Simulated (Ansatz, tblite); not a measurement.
# The cluster AlRu6: a ladder of methods and basis sets

How do method and basis change the picture of the cluster AlRu6 (doublet)?

Program: Ansatz 0.2.0, Gaussian basis. Level of theory: as each input shows. These are calculated values, not measurements.

Plan: GFN1-xTB, GFN2-xTB, PBE-D4/def2-TZVP, r2SCAN-D4/def2-TZVP, LDA/def2-TZVP.

4 further runs of the same task are left out: 3 that didn't finish, 1 set aside as unsound or not needed. Runs told in other sessions of the task aren't counted.

## 1. The relaxed structure

The doublet was relaxed beforehand with r2SCAN-D4/def2-SVP. It is a higher isomer from a search, not the lowest found.

7 atoms, charge 0, spin multiplicity 2.

Bond lengths: Ru1–Ru4 2.295 Å, Ru1–Al7 2.377 Å, Ru2–Ru3 2.465 Å, Ru2–Ru4 2.588 Å, Ru2–Ru5 2.504 Å, Ru2–Ru6 2.488 Å, Ru3–Ru4 3.266 Å, Ru3–Ru5 2.310 Å, Ru3–Ru6 2.261 Å, Ru4–Ru5 2.307 Å, Ru4–Ru6 2.307 Å, Ru4–Al7 2.551 Å, Ru5–Ru6 3.229 Å, Ru5–Al7 2.569 Å. Angles: Ru4–Ru1–Al7 66.2°, Ru3–Ru2–Ru4 80.5°, Ru3–Ru2–Ru5 55.4°, Ru3–Ru2–Ru6 54.3°, Ru4–Ru2–Ru5 53.9°, Ru4–Ru2–Ru6 54.0°, Ru5–Ru2–Ru6 80.6°, Ru2–Ru3–Ru4 51.4°, Ru2–Ru3–Ru5 63.2°, Ru2–Ru3–Ru6 63.4°, Ru4–Ru3–Ru5 44.9°, Ru4–Ru3–Ru6 44.9°, Ru5–Ru3–Ru6 89.9°, Ru1–Ru4–Ru2 156.5°, Ru1–Ru4–Ru3 152.7°, Ru1–Ru4–Ru5 122.0°, Ru1–Ru4–Ru6 138.2°, Ru1–Ru4–Al7 58.5° and more.

Ru takes a core potential in the def2 sets. No spin-orbit coupling is included.

PBE0-D4/def2-TZVP was run before; its log isn't repeated, and its numbers join the tables.

## 2. GFN1-xTB

Tight binding, by tblite at 300 K electronic temperature and without a spin-polarisation term:

```python
tblite.interface.Calculator('GFN1-xTB', numbers, positions, charge=0, uhf=1).singlepoint()
```

Energy -592.7186 eV; 0.015 s.

## 3. GFN2-xTB

Tight binding, by tblite at 300 K electronic temperature and without a spin-polarisation term:

```python
tblite.interface.Calculator('GFN2-xTB', numbers, positions, charge=0, uhf=1).singlepoint()
```

Energy -534.3831 eV; 0.048 s.

## 4. PBE-D4/def2-TZVP

start.molden holds the orbitals of an earlier run on this state, given as this run's starting guess.

Contents of in.yaml:

```yaml
crystal:
  periodic: [false, false, false]
  atoms:
    - {symbol: Ru, position_ang: [0.366700, 2.987991, 0.026175]}
    - {symbol: Ru, position_ang: [-0.962328, -1.408463, 1.355423]}
    - {symbol: Ru, position_ang: [-0.455975, -2.277091, -0.894684]}
    - {symbol: Ru, position_ang: [-0.327657, 0.806020, 0.175313]}
    - {symbol: Ru, position_ang: [1.157586, -0.958231, 0.101668]}
    - {symbol: Ru, position_ang: [-1.923737, -0.561422, -0.776947]}
    - {symbol: Al, position_ang: [2.145420, 1.411186, 0.013052]}
basis:
  gaussian: {orbitals: def2-TZVP, initial_orbitals: start.molden}
magnetization: {spin_polarized: true, initial_magnetization: 1}
hamiltonian: {xc: pbe, dispersion: d4}
scf: {omitted_lower_state_checks: [starts]}
output: {forces: true, orbitals: {seedname: orbitals}}
```

Command:

```
> ansatz run in.yaml --threads 4 --pin off --events-out ev --progress --plain --max-ram 4787MiB
```

The runs that follow: r2SCAN-D4/def2-TZVP; LDA/def2-TZVP.

Before running them: what should the planned runs give, taken together? Wanted: gap in def2-TZVP, named functionals, smallest and largest; binding an atom, functionals in def2-TZVP; ⟨S²⟩ in def2-TZVP, named functionals, smallest and largest.

As calculated:

| quantity | value |
| --- | --- |
| gap in def2-TZVP, named functionals, smallest and largest | 0.25 eV (LDA), 1.95 eV (PBE0-D4) |
| binding an atom, functionals in def2-TZVP | 2.41 (PBE0-D4) to 4.67 eV (LDA) |
| ⟨S²⟩ in def2-TZVP, named functionals, smallest and largest | 0.960, 3.598 |

Over the named functionals in def2-TZVP the gap runs from 0.25 eV (LDA) to 1.95 eV (PBE0-D4); exact exchange widens it. Over the named functionals in def2-TZVP spin contamination reaches 2.85 (PBE0-D4), so some levels may describe another state.
